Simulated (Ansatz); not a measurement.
# BClF2 (chlorodifluoroborane): a chain of runs

Wanted: a series of 30 runs (HF/STO-3G, UHF/STO-3G, HF/3-21G, UHF/3-21G, HF/6-31G*, UHF/6-31G*, B3LYP/6-31G*, UB3LYP/6-31G*, and more) of BClF2. 

Program for the calculation: Ansatz 0.2.0.

### Step 1. Starting point

The species is BClF2 (4 atoms), meant as a singlet with charge 0. SMILES: `FB(F)Cl`. The shape is that of a PBE0-D4/def2-TZVP optimisation. The run starts from this shape.

Bond lengths: F1–B2 1.310 Å, B2–F3 1.310 Å, B2–Cl4 1.740 Å. Angles: F1–B2–F3 119.0°, F1–B2–Cl4 120.5°, F3–B2–Cl4 120.5°.

### Step 2. A geometry optimisation at HF/STO-3G (run 1)

molecule.yaml reads:

```yaml
crystal:
  periodic: [false, false, false]
  atoms:
    - {symbol: F, position_ang: [-0.173700, -1.254300, -0.546300]}
    - {symbol: B, position_ang: [-0.067100, -0.041300, -0.062000]}
    - {symbol: F, position_ang: [-1.011600, 0.830100, -0.317700]}
    - {symbol: Cl, position_ang: [1.307900, 0.405300, 0.905700]}
basis:
  gaussian: {orbitals: STO-3G}
output: {orbitals: {seedname: orbitals}}
hamiltonian: {xc: hf}
relax: {f_tol: 0.002}
```

Launch:

```console
ansatz run molecule.yaml --threads 1 --pin off --max-ram 3480MiB --events-out events.jsonl --progress --plain --runs-dir runs
```

Output:

```text
Warning: RAYON_NUM_THREADS=1 ignored (pool sized by the plan → 1); use --threads N
The last accepted step is kept in runs//last_step.txt (removed where the run ends without a failure and the disk answers)
[... 43 lines left out ...]
Total energy: -18372.98137484 eV, -675.1946118712 hartree
[... 4 lines left out ...]
Dipole moment:    -0.293491    -0.095336    -0.206555 e Å
```

Wall time 1.9 s (1 thread of Arm Neoverse V1, shared host); peak memory 0.086 GiB.

Step by step:

```tsv
step	energy from the first frame kept (eV)	largest force (eV/Å)
1	0.0000	2.6517
2	-0.0519	1.2212
3	-0.0178	1.1699
4	-0.0661	0.0424
5	-0.0661	0.0009
```

After the run. Bond lengths: F1–B2 1.296 Å, B2–F3 1.296 Å, B2–Cl4 1.801 Å. Angles: F1–B2–F3 121.1°, F1–B2–Cl4 119.5°, F3–B2–Cl4 119.5°.

### Step 3. The harmonic vibrations at HF/STO-3G (run 2)

molecule.yaml reads:

```yaml
basis:
  gaussian:
    orbitals: STO-3G
crystal:
  periodic: [false, false, false]
  atoms:
    - symbol: F
      position_ang: [-0.175280, -1.253703, -0.546941]
    - symbol: B
      position_ang: [-0.090170, -0.048846, -0.078308]
    - symbol: F
      position_ang: [-1.012455, 0.828764, -0.318583]
    - symbol: Cl
      position_ang: [1.333405, 0.413585, 0.923532]
hamiltonian:
  xc: hf
phonons:
  temperatures: {t_min: 298.15, t_max: 298.15, t_step: 1}
```

Launch:

```console
ansatz run molecule.yaml --threads 1 --pin off --max-ram 3480MiB --events-out events.jsonl --progress --plain --runs-dir runs
```

Output:

```text
Warning: RAYON_NUM_THREADS=1 ignored (pool sized by the plan → 1); use --threads N
[... 86 lines left out ...]
Total energy: -18372.98137478 eV, -675.1946118689 hartree
[... 4 lines left out ...]
Dipole moment:    -0.293490    -0.095336    -0.206556 e Å
Vibrations: 373.98 465.34 634.60 761.67 1420.69 1733.07 cm⁻¹, zero-point energy 0.334097 eV
```

It took 3 s on 1 thread of Arm Neoverse V1, shared host; peak memory 0.08 GiB.

Runs 3 to 27 aren't shown in full; the table further down has their settings and results.

### Step 4. Vibrational wavenumbers at SVWN5/def2-TZVP (run 28)

in.yaml reads:

```yaml
crystal:
  periodic: [false, false, false]
  atoms:
    - {symbol: F, position_ang: [-0.172384, -1.253245, -0.545132]}
    - {symbol: B, position_ang: [-0.065469, -0.040824, -0.060919]}
    - {symbol: F, position_ang: [-1.009905, 0.830088, -0.316679]}
    - {symbol: Cl, position_ang: [1.303257, 0.403781, 0.902430]}
basis:
  gaussian:
    orbitals: def2-TZVP
hamiltonian:
  xc: {name: SVWN5}
phonons:
  temperatures: {t_min: 298.15, t_max: 298.15, t_step: 1}
```

Launch:

```console
ansatz run in.yaml --threads 1 --pin off --max-ram 3480MiB --events-out events.jsonl --progress --plain --runs-dir runs
```

Output:

```text
Warning: RAYON_NUM_THREADS=1 ignored (pool sized by the plan → 1); use --threads N
[... 4 lines left out ...]
737 factors; their error is unknown
[... 8 lines left out ...]
737 factors; their error is unknown
[... 5 lines left out ...]
737 factors; their error is unknown
[... 4 lines left out ...]
737 factors; their error is unknown
[... 5 lines left out ...]
737 factors; their error is unknown
[... 4 lines left out ...]
737 factors; their error is unknown
[... 4 lines left out ...]
737 factors; their error is unknown
[... 4 lines left out ...]
737 factors; their error is unknown
[... 4 lines left out ...]
737 factors; their error is unknown
[... 4 lines left out ...]
Total energy: -18558.26997303 eV, -682.0038422617 hartree
[... 4 lines left out ...]
Dipole moment:     0.050380     0.016365     0.035459 e Å
Vibrations: 330.24 412.80 582.02 692.31 1251.95 1446.92 cm⁻¹, zero-point energy 0.292370 eV
```

Run time: 10 s. Hardware: 1 thread of Arm Neoverse V1, shared host; peak memory 0.12 GiB.

Run 29 isn't shown in full; the table further down has it.

### Step 5. Vibrational wavenumbers at MP2/cc-pVTZ (run 30)

input.yaml reads:

```yaml
crystal:
  periodic: [false, false, false]
  atoms:
    - {symbol: F, position_ang: [-0.173346, -1.257800, -0.547286]}
    - {symbol: B, position_ang: [-0.067787, -0.041576, -0.062561]}
    - {symbol: F, position_ang: [-1.013880, 0.833038, -0.318007]}
    - {symbol: Cl, position_ang: [1.310513, 0.406138, 0.907554]}
basis:
  gaussian: {orbitals: cc-pVTZ}
correlation: {method: mp2}
phonons: {temperatures: {t_min: 298.15, t_max: 298.15, t_step: 1}}
```

Launch:

```console
ansatz run input.yaml --threads 1 --pin off --max-ram 3480MiB --events-out events.jsonl --progress --plain --runs-dir runs
```

Output:

```text
Warning: RAYON_NUM_THREADS=1 ignored (pool sized by the plan → 1); use --threads N
[... 27 lines left out ...]
8 core orbitals not correlated: weight in the atoms' cores, before any rotation towards them, 1.000 or more for the frozen orbitals, at most 0.000 for the correlated occupied ones
[... 43 lines left out ...]
8 core orbitals not correlated: weight in the atoms' cores, before any rotation towards them, 1.000 or more for the frozen orbitals, at most 0.000 for the correlated occupied ones
[... 43 lines left out ...]
8 core orbitals not correlated: weight in the atoms' cores, before any rotation towards them, 1.000 or more for the frozen orbitals, at most 0.000 for the correlated occupied ones
[... 43 lines left out ...]
8 core orbitals not correlated: weight in the atoms' cores, before any rotation towards them, 1.000 or more for the frozen orbitals, at most 0.000 for the correlated occupied ones
[... 37 lines left out ...]
Dipole moment:     0.034587     0.011237     0.024336 e Å
[... 1 line left out ...]
Checks for a lower state left out: cluster_reference
```

Run time: 2 min. Hardware: 1 thread of Arm Neoverse V1, shared host; peak memory 0.27 GiB.

### Step 6. All runs side by side

```tsv
run	level	task	walk f tol	partner	energy (Eh)	dipole moment (D)	wall time
1	HF/STO-3G	optimise	0.002	base	-675.194612	1.78	1.9 s
2	HF/STO-3G	frequencies	–	base	-675.194612	1.78	3 s
3	UHF/STO-3G	energy	–	cation	-674.816397	–	0.38 s
4	UHF/STO-3G	optimise	–	cation	-674.846670	–	3.3 s
5	HF/3-21G	optimise	0.002	base	-679.821354	0.34	2.1 s
6	HF/3-21G	frequencies	–	base	-679.821354	0.34	2.1 s
7	UHF/3-21G	energy	–	cation	-679.367343	–	0.64 s
8	UHF/3-21G	optimise	–	cation	-679.387815	–	5.1 s
9	HF/6-31G* (Cartesian functions)	optimise	0.002	base	-683.213903	0.17	4.8 s
10	HF/6-31G* (Cartesian functions)	frequencies	–	base	-683.213903	0.17	5.7 s
11	UHF/6-31G* (Cartesian functions)	energy	–	cation	-682.778395	–	1.5 s
12	UHF/6-31G* (Cartesian functions)	optimise	–	cation	-682.794747	–	11 s
13	B3LYP/6-31G* (Cartesian functions)	optimise	0.002	base	-684.889581	0.19	11 s
14	B3LYP/6-31G* (Cartesian functions)	frequencies	–	base	-684.889581	0.19	11 s
15	UB3LYP/6-31G* (Cartesian functions)	energy	–	cation	-684.425123	–	4.5 s
16	UB3LYP/6-31G* (Cartesian functions)	optimise	–	cation	-684.436007	–	20 s
17	PBE/def2-SVP	optimise	0.002	base	-684.166346	0.20	6.6 s
18	PBE/def2-SVP	frequencies	–	base	-684.166346	0.20	6.6 s
19	UPBE/def2-SVP	energy	–	cation	-683.711432	–	9.3 s
20	UPBE/def2-SVP	optimise	–	cation	-683.717619	–	27 s
21	MP2/6-31G* (Cartesian functions)	optimise	0.002	base	-683.758244	0.03	8.1 s
22	MP2/6-31G* (Cartesian functions)	frequencies	–	base	-683.758244	0.03	11 s
23	UMP2/6-31G* (Cartesian functions)	energy	–	cation	-683.297109	–	2.3 s
24	UMP2/6-31G* (Cartesian functions)	optimise	–	cation	-683.312186	–	17 s
25	wB97X-V/def2-TZVP	optimise	0.002	base	-684.870299	0.27	56 s
26	wB97X-V/def2-TZVP	frequencies	–	base	-684.870299	0.27	55 s
27	SVWN5/def2-TZVP	optimise	0.002	base	-682.003842	0.31	8.4 s
28	SVWN5/def2-TZVP	frequencies	–	base	-682.003842	0.31	10 s
29	MP2/cc-pVTZ	optimise	0.002	base	-684.120603	0.21	27 s
30	MP2/cc-pVTZ	frequencies	–	base	-684.120603	0.21	2 min
```

### Step 7. Outcome

| quantity | value |
| --- | --- |
| run 30, MP2/cc-pVTZ: total energy | -684.12060 Eh |
| run 30, MP2/cc-pVTZ: dipole moment (correlated density) | 0.21 D |
| run 30, MP2/cc-pVTZ: correlation energy (8 core orbitals frozen) | -778.9 mEh |
| run 30, MP2/cc-pVTZ: largest force on an atom | 0.001 eV/Å |
| run 30, MP2/cc-pVTZ: lowest harmonic wavenumber | 348 cm⁻¹ |
| run 30, MP2/cc-pVTZ: highest harmonic wavenumber | 1468 cm⁻¹ |
| run 30, MP2/cc-pVTZ: zero-point energy | 28.9 kJ/mol |
| vertical ionisation energy (to the doublet cation), HF/STO-3G | 10.292 eV |
| vertical ionisation energy (to the doublet cation), HF/3-21G | 12.354 eV |
| vertical ionisation energy (to the doublet cation), B3LYP/6-31G* | 12.639 eV |
| vertical ionisation energy (to the doublet cation), PBE/def2-SVP | 12.379 eV |
| vertical ionisation energy (to the doublet cation), MP2/6-31G* | 12.548 eV |
| adiabatic ionisation energy (to the doublet cation, no zero-point term), HF/6-31G* | 11.406 eV |
| adiabatic ionisation energy (to the doublet cation, no zero-point term), B3LYP/6-31G* | 12.342 eV |
| adiabatic ionisation energy (to the doublet cation, no zero-point term), MP2/6-31G* | 12.138 eV |

**Reading.** At HF/STO-3G: the vertical ionisation energy comes to 10.29 eV (237 kcal/mol). In a minimal basis such a difference can be off by several eV, whatever the method. At HF/3-21G: removing an electron at fixed nuclei costs 12.35 eV (285 kcal/mol). At B3LYP/6-31G*: the vertical ionisation energy comes to 12.64 eV (291 kcal/mol). At PBE/def2-SVP: the vertical ionisation energy comes to 12.38 eV (1194 kJ/mol). At MP2/6-31G*: removing an electron at fixed nuclei costs 12.55 eV (289 kcal/mol). Totals of different functionals can't be ranked against each other. In runs 1, 2, 3, 4 the basis is minimal, so the values are rough. All runs together took 7.6 min, the longest 2 min.
